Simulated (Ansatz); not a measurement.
# SnClF: vertical ionisation energy

One table from this session's results is given with a row withheld; the runs are named, their logs left out.

Method: unrestricted cation, the program's frozen cores in correlated methods; program: Ansatz 0.2.0, Gaussian basis.

Levels to be run: UKS PBE-D4/def2-TZVPP; UKS r2SCAN-D4/def2-TZVPP; UKS PBE0-D4/def2-TZVPP; UKS B3LYP-D4/def2-TZVPP; UKS wB97X-V/def2-TZVPP; UKS wB97M-V/def2-TZVPP; UKS B2PLYP/def2-TZVPP; UHF-CCSD(T)/def2-TZVPP; UHF-MP2/def2-QZVPP; extrapolation to the limit; then −ε(HOMO) from the neutral's earlier runs with LDA (SPW92), PBE-D4, revPBE-D4, BLYP-D4, r2SCAN-D4, B97M-V, PBE0-D4, B3LYP-D4, r2SCANh-D4, r2SCAN0-D4, HSE06-D4, BHLYP-D4, CAM-B3LYP-D4, LC-ωPBE, ωB97X-V, ωB97M-V.

### Structure used throughout

All runs share one geometry, relaxed beforehand with PBE0-D4 in a triple-zeta def2 set. Sn takes the def2 core potential; no spin-orbit term is included.

3 atoms, charge 0, spin multiplicity 1.

Atoms are counted from 1 here; the program's logs count them from 0.

Bond lengths: F1–Sn2 1.935 Å, Sn2–Cl3 2.360 Å. Angles: F1–Sn2–Cl3 96.9°.

Set-up of the first run:

in.yaml

```yaml
crystal:
  periodic: [false, false, false]
  atoms:
    - {symbol: F, position_ang: [-1.389567, 0.223137, -0.744432]}
    - {symbol: Sn, position_ang: [0.164340, 0.898054, 0.190737]}
    - {symbol: Cl, position_ang: [1.214328, -1.185990, 0.540496]}
basis:
  gaussian: {orbitals: def2-TZVPP}
total_charge: 1
magnetization: {spin_polarized: true, initial_magnetization: 1}
hamiltonian: {xc: pbe, dispersion: d4}
```

Steps of the session up to this table: Cation, UKS PBE-D4/def2-TZVPP; Cation, UKS r2SCAN-D4/def2-TZVPP; Cation, UKS PBE0-D4/def2-TZVPP; Cation, UKS B3LYP-D4/def2-TZVPP; Cation, UKS wB97X-V/def2-TZVPP; Cation, UKS wB97M-V/def2-TZVPP; Cation, UKS B2PLYP (frozen core)/def2-TZVPP; Cation, UHF-CCSD(T)/def2-TZVPP; Cation, UHF-MP2/def2-QZVPP.

One table of the session follows, with a row left open; its other results are not shown here.

It belongs to the step «Ionisation energies side by side». Orbital estimates, from the neutral's runs:

| functional | −ε(HOMO) (eV) |
| --- | --- |
| LDA (SPW92) | 7.39 |
| PBE-D4 | 7.16 |
| revPBE-D4 | 7.08 |
| BLYP-D4 | 7.04 |
| r2SCAN-D4 | 7.48 |
| B97M-V | 7.34 |
| PBE0-D4 | 8.30 |
| B3LYP-D4 | 8.13 |
| r2SCANh-D4 | 7.90 |
| r2SCAN0-D4 | 8.53 |
| HSE06-D4 | ? |
| BHLYP-D4 | 9.32 |
| CAM-B3LYP-D4 | 9.58 |
| LC-ωPBE | 10.76 |
| ωB97X-V | 10.47 |
| ωB97M-V | 10.38 |

**Question.** Estimate the row for HSE06-D4.

The run gave: −ε(HOMO) (eV): 7.91. In the column «−ε(HOMO) (eV)» it lies between r2SCANh-D4 (7.90) and B3LYP-D4 (8.13).
